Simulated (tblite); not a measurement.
# C5H11GeO: the cost of one run

Programs: tblite 0.8.0 and PySCF 2.14.0, with density-fitted response routines of our own. Each step states its level of theory. These are calculated values for one molecule in the gas phase, unless marked as measured. Atoms are numbered from 0 throughout.

## Step 1: Starting geometry

18 atoms, charge 0, multiplicity 2; geometry from: force field or distance geometry start.

Bonds of the start (Å): C0–C1 1.50, C1–O2 1.26, C1–C3 1.50, C3–C4 1.52, C4–C5 1.51, C4–Ge6 1.96, C0–H7 1.12, C0–H8 1.11, C0–H9 1.08, C3–H10 1.07, C3–H11 1.12, C4–H12 1.09, C5–H13 1.10, C5–H14 1.10, C5–H15 1.13, Ge6–H16 1.56, Ge6–H17 1.54.

## Step 2: Relaxing the molecule with GFN2-xTB

Job settings and geometry (Å):

```
{"job": {"kind": "relax", "xc": "GFN2-xTB", "basis": "xTB"}, "charge": 0, "multiplicity": 2}
C      2.482300     0.715400    -0.527900
C      1.486000    -0.233700     0.080100
O      1.700700    -0.602100     1.265100
C      0.305200    -0.736000    -0.687500
C     -0.981000    -0.458900     0.078400
C     -2.170900    -0.961300    -0.705800
Ge    -1.270100     1.469300     0.258500
H      2.971400     1.253900     0.317500
H      1.898800     1.431400    -1.136700
H      3.251400     0.173500    -1.062400
H      0.279500    -0.337400    -1.684400
H      0.363400    -1.858500    -0.726200
H     -0.923600    -0.921300     1.065500
H     -2.254200    -2.053000    -0.607800
H     -2.080500    -0.580600    -1.729200
H     -3.095500    -0.510800    -0.232300
H      0.084000     2.223000     0.446700
H     -2.055900     1.993600    -0.952500
```

Launch:

```sh
$ OMP_NUM_THREADS=1 python probes_run.py task.json out
```

The driver reads the jobs from task.json and runs them one after another.

**Question.** How long does this first job take on 1 thread of Arm Neoverse V2, shared host?

About 1.1 s.
